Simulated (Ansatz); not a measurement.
# GeH8N2Si2: one species, many methods

The task here is to estimate one member of a computed series from the others.

The runs use Ansatz 0.2.0, Gaussian basis; functionals in def2-TZVPP, the program's frozen cores in correlated methods.

Plan: LDA (SPW92), PBE-D4, revPBE-D4, BLYP-D4, r2SCAN-D4, B97M-V, PBE0-D4, B3LYP-D4, r2SCANh-D4, r2SCAN0-D4, HSE06-D4, BHLYP-D4, CAM-B3LYP-D4, LC-ωPBE, ωB97X-V, ωB97M-V, B2PLYP, PBE-QIDH; CCSD(T)/def2-SVP; CCSD(T)/def2-TZVPP; MP2/def2-QZVPP; extrapolation to the limit; RPA on PBE.

### The relaxed structure

The geometry comes from an earlier relaxation with PBE0-D4 in a triple-zeta def2 set; it is a stationary point, not always the lowest conformer.

13 atoms, charge 0, spin multiplicity 1.

Atoms are counted from 1 here; the program's logs count them from 0.

Bond lengths: N1–Ge2 1.823 Å, N1–H6 1.008 Å, N1–H7 1.009 Å, Ge2–N3 1.880 Å, N3–Si4 1.735 Å, N3–Si5 1.732 Å, Si4–H8 1.488 Å, Si4–H9 1.488 Å, Si4–H10 1.489 Å, Si5–H11 1.490 Å, Si5–H12 1.488 Å, Si5–H13 1.488 Å. Angles: Ge2–N1–H6 119.0°, Ge2–N1–H7 129.1°, H6–N1–H7 111.7°, N1–Ge2–N3 99.0°, Ge2–N3–Si4 117.1°, Ge2–N3–Si5 124.5°, Si4–N3–Si5 118.3°, N3–Si4–H8 111.6°, N3–Si4–H9 107.9°, N3–Si4–H10 111.5°, H8–Si4–H9 109.0°, H8–Si4–H10 107.6°, H9–Si4–H10 109.1°, N3–Si5–H11 111.4°, N3–Si5–H12 109.0°, N3–Si5–H13 111.8°, H11–Si5–H12 108.3°, H11–Si5–H13 107.3° and more.

The first run:

in.yaml

```yaml
crystal:
  periodic: [false, false, false]
  atoms:
    - {symbol: N, position_ang: [-1.031996, 1.808633, -1.468659]}
    - {symbol: Ge, position_ang: [-0.264458, 1.906517, 0.182464]}
    - {symbol: N, position_ang: [0.166217, 0.090760, 0.413352]}
    - {symbol: Si, position_ang: [0.855324, -0.370515, 1.937446]}
    - {symbol: Si, position_ang: [-0.021224, -1.125227, -0.805411]}
    - {symbol: H, position_ang: [-1.367425, 2.653996, -1.902623]}
    - {symbol: H, position_ang: [-1.253494, 0.993276, -2.020158]}
    - {symbol: H, position_ang: [-0.009368, -1.344068, 2.658266]}
    - {symbol: H, position_ang: [0.996443, 0.856888, 2.766355]}
    - {symbol: H, position_ang: [2.193965, -0.998278, 1.763601]}
    - {symbol: H, position_ang: [-1.416493, -1.161891, -1.327945]}
    - {symbol: H, position_ang: [0.293024, -2.455330, -0.216315]}
    - {symbol: H, position_ang: [0.879987, -0.889561, -1.965673]}
basis:
  gaussian: {orbitals: def2-TZVPP}
hamiltonian: {xc: lda}
output: {orbitals: {seedname: orbitals}}
```

Launch:

```bash
ansatz run in.yaml --threads 4 --pin off --events-out ev --progress --plain --max-ram 11315MiB
```

Among the steps run: LDA; PBE-D4 (GGA); revPBE-D4 (GGA); BLYP-D4 (GGA); r2SCAN-D4 (meta-GGA); B97M-V (meta-GGA); B3LYP-D4 (hybrid); r2SCANh-D4 (hybrid); r2SCAN0-D4 (hybrid); HSE06-D4 (hybrid); BHLYP-D4 (hybrid); CAM-B3LYP-D4 (range-separated); LC-ωPBE (range-separated); ωB97X-V (range-separated); ωB97M-V (range-separated); B2PLYP (double hybrid); PBE-QIDH (double hybrid).

One table of the session follows, with a row left open; its other results are not shown here.

It belongs to the step «Frontier levels by functional». 

```
  functional  HOMO (eV)  gap (eV)
 LDA (SPW92)      -6.21      3.92
      PBE-D4      -6.06      3.97
   revPBE-D4      -6.01      4.00
     BLYP-D4      -5.94      3.96
   r2SCAN-D4      -6.33      4.30
      B97M-V      -6.39      4.37
     PBE0-D4      -7.16      5.83
    B3LYP-D4      -6.99      5.46
  r2SCANh-D4      -6.74      5.00
  r2SCAN0-D4      -7.35      6.04
    HSE06-D4      -6.76      5.06
    BHLYP-D4      -8.14      7.67
CAM-B3LYP-D4      -8.46      8.17
     LC-ωPBE          ?         ?
     ωB97X-V      -9.41     10.10
     ωB97M-V      -9.35      9.91
```

**Question.** Estimate the row for LC-ωPBE.

**Answer.** HOMO (eV): -9.72; gap (eV): 10.51. In the column «HOMO (eV)» it is the lowest.
